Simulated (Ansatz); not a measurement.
**RbCa2Ta3O10: a short molecular-dynamics run**

A trajectory of RbCa2Ta3O10, a randomly packed cell with 16 atoms that was not relaxed first: 20 steps of 1 fs at constant energy, with velocities drawn for 2000 K.

All numbers below are computed with Ansatz 0.2.0 (DFT PBE, plane waves, PAW, scalar-relativistic, no spin polarisation).

The cell holds 16 atoms (Ca2O10RbTa3): a = 6.801 Å, b = 6.080 Å, c = 5.950 Å, α = 94.16°, β = 81.40°, γ = 89.28°.

Coordinates:

```cif
data_structure
_symmetry_space_group_name_H-M 'P 1'
_symmetry_Int_Tables_number 1
_cell_length_a 6.8008
_cell_length_b 6.0804
_cell_length_c 5.9498
_cell_angle_alpha 94.156
_cell_angle_beta 81.399
_cell_angle_gamma 89.283
_cell_volume 242.56
loop_
_atom_site_label
_atom_site_type_symbol
_atom_site_fract_x
_atom_site_fract_y
_atom_site_fract_z
_atom_site_occupancy
Ca1 Ca 0.66953 0.18481 0.61765 1
Ca2 Ca 0.36894 0.58491 0.71992 1
O1 O 0.67216 0.96961 0.25359 1
O2 O 0.98429 0.05040 0.27630 1
O3 O 0.58019 0.74868 0.40831 1
O4 O 0.88043 0.79404 0.16982 1
O5 O 0.08599 0.33765 0.77468 1
O6 O 0.07480 0.63277 0.01019 1
O7 O 0.53522 0.57439 0.05643 1
O8 O 0.23483 0.95735 0.82964 1
O9 O 0.03051 0.31850 0.39332 1
O10 O 0.20353 0.10368 0.59400 1
Rb1 Rb 0.87914 0.68596 0.65531 1
Ta1 Ta 0.82638 0.36291 0.10083 1
Ta2 Ta 0.27111 0.80229 0.27052 1
Ta3 Ta 0.38616 0.28477 0.27272 1
```

The structure above is the start of the run; the results belong to its end.

```
                             quantity                                     value
                               length                          20 steps of 1 fs
     temperature, first and last step                           2000 and 8986 K
             temperature, second half          mean 6435 K, from 4053 to 8986 K
        potential energy, second half              -538 meV/atom from the start
   largest change of the total energy                             0.87 meV/atom
mean square displacement, second half  O 0.131, Rb 0.031, Ca 0.017, Ta 0.009 Å²
```

The temperature starts at 2000 K and averages 6435 K in the second half, where it still rises, from 4053 to 8986 K; the start was no minimum (force components up to 3.5 eV/Å), and the potential energy that it sheds (538 meV/atom) turns into motion. The total energy strays from its start by at most 0.87 meV/atom, 0.2 % of the mean kinetic energy, so a step of 1 fs is short enough over this time. Over the second half O atoms stand 0.4 Å (root mean square) from where they began, and the farthest move is 0.9 Å. Settings off the usual here: kpoints.mp_grid.grid; they were drawn at random, not all are sound, and the numbers needn't be the system's own. 20 fs on 16 atoms is far too short and small for converged averages. The k-mesh is coarse.

Which input would start the first run of this session?

One input that does so (others would too):

File input.yaml:

```yaml
crystal:
  lattice:
    - [6.752962, -0.239297, 0.769164]
    - [0.279921, 6.073032, 0.104461]
    - [0.202402, -0.542877, 5.921543]
  atoms:
    - { symbol: Ca, position: [0.66953, 0.184812, 0.617646] }
    - { symbol: Ca, position: [0.368936, 0.584913, 0.719917] }
    - { symbol: O, position: [0.672158, 0.969609, 0.253589] }
    - { symbol: O, position: [0.984291, 0.050402, 0.276299] }
    - { symbol: O, position: [0.580186, 0.748678, 0.408307] }
    - { symbol: O, position: [0.88043, 0.794037, 0.169822] }
    - { symbol: O, position: [0.085992, 0.337648, 0.774676] }
    - { symbol: O, position: [0.0748, 0.632769, 0.010189] }
    - { symbol: O, position: [0.535217, 0.574392, 0.056434] }
    - { symbol: O, position: [0.234827, 0.957353, 0.829645] }
    - { symbol: O, position: [0.030506, 0.318504, 0.393324] }
    - { symbol: O, position: [0.203535, 0.103683, 0.593996] }
    - { symbol: Rb, position: [0.879143, 0.685963, 0.65531] }
    - { symbol: Ta, position: [0.826383, 0.362911, 0.100835] }
    - { symbol: Ta, position: [0.271111, 0.80229, 0.27052] }
    - { symbol: Ta, position: [0.386163, 0.284767, 0.272725] }
kpoints:
  mp_grid: { grid: [2, 2, 2] }
magnetization:
  spin_polarized: false
scf:
  occupations: { method: fermi_dirac, width: 0.1 }
hamiltonian:
  pseudopotentials: { kind: paw }
  xc: pbe
basis:
  ecutwfc: 420
md:
  timestep: 1.0
  n_steps: 20
  ensemble: nve
  temperature: 2000.0
  initial_velocities: maxwell_boltzmann
  seed: 776120
```

On the command line:

```console
> ansatz run input.yaml --threads 2 --pin off --max-ram 2560MiB --backend cpu --events-out ev --progress --plain --runs-dir out
```
